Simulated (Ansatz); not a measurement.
# NbPdSe4: the cost of one run

Program: Ansatz 0.2.0. Level of theory: DFT PBE, scalar-relativistic, plane waves, PAW, unless a step names another level. These are calculated values, not measurements.

2 further runs of the same task are left out: 2 that didn't finish.

## Step 1: The system as given

Symmetry: P-3m1, No. 164, trigonal system. Conventional cell: a = 3.607 Å, b = 3.607 Å, c = 13.235 Å, α = 90.00°, β = 90.00°, γ = 120.00°. Nb (site symmetry -3m) is surrounded by 6 Se at 2.64 Å. Pd (site symmetry -3m) has 6 Se at 2.50 Å as nearest neighbours. Se (site symmetry 3m) is surrounded by 3 Pd at 2.50 Å. Se (site symmetry 3m) has 3 Nb at 2.64 Å as nearest neighbours.

As a file:

```xyz
6
Lattice="3.6074 0.0000 0.0000 -1.8037 3.1241 0.0000 0.0000 0.0000 13.2348" Properties=species:S:1:pos:R:3 pbc="T T T"
Nb    0.0000    0.0000    6.6174
Pd    0.0000    0.0000    0.0000
Se    0.0000    2.0827   11.8475
Se    0.0000    2.0827    5.0009
Se    1.8037    1.0414    8.2338
Se    1.8037    1.0414    1.3872
```

The cell was relaxed beforehand at this level, from a database cell with other species swapped in; it needn't be the stable form of this composition. At a tolerance of 0.05 Å it has space group P-3m1 (No. 164); it has 24.86 Å³/atom, an uncorrected energy of -0.53 eV/atom over the elements.

## Step 2: Bands, states and charges

input.yaml

```yaml
crystal:
  lattice:
    - [3.6073508435, 0.0, 0.0]
    - [-1.8036754218, 3.1240574708, 0.0]
    - [0.0, 0.0, 13.2347616077]
  atoms:
    - { symbol: Nb, position: [0.0, 0.0, 0.5] }
    - { symbol: Pd, position: [0.0, 0.0, 0.0] }
    - { symbol: Se, position: [0.3333333333, 0.6666666667, 0.8951822866] }
    - { symbol: Se, position: [0.3333333333, 0.6666666667, 0.3778641094] }
    - { symbol: Se, position: [0.6666666667, 0.3333333333, 0.6221358906] }
    - { symbol: Se, position: [0.6666666667, 0.3333333333, 0.1048177134] }
basis:
  ecutwfc: 420
kpoints:
  mp_grid: { grid: [12, 12, 4] }
  band_path:
    path:
      - [[0.0, 0.0, 0.0], [0.5, 0.0, 0.0], [0.33333333, 0.33333333, 0.0], [0.0, 0.0, 0.0], [0.0, 0.0, 0.5], [0.5, 0.0, 0.5], [0.33333333, 0.33333333, 0.5], [0.0, 0.0, 0.5]]
      - [[0.5, 0.0, 0.5], [0.5, 0.0, 0.0]]
      - [[0.33333333, 0.33333333, 0.5], [0.33333333, 0.33333333, 0.0]]
    npoints: 14
hamiltonian:
  xc: pbe
scf:
  occupations: { method: gaussian, width: 0.1 }
  n_extra_bands: 15
output:
  forces: true
  stress: true
  eigenvalues: true
  populations: true
  dos: { projected: true, de: 0.02, nscf_kmesh: { grid: [15, 15, 5] } }
  bader: true
  write_density: true
  write_potential: true
  elf: true
  volumetric_format: npy
```

Started as:

```sh
$ ansatz run input.yaml --threads 1 --pin off --max-ram 2560MiB --backend cpu --events-out ev --progress --plain --runs-dir out
```

What time and memory should one allow on 1 thread of AMD EPYC 7R43 (Zen 3), shared host?

About 2.1 min, with a peak of 1 GiB.
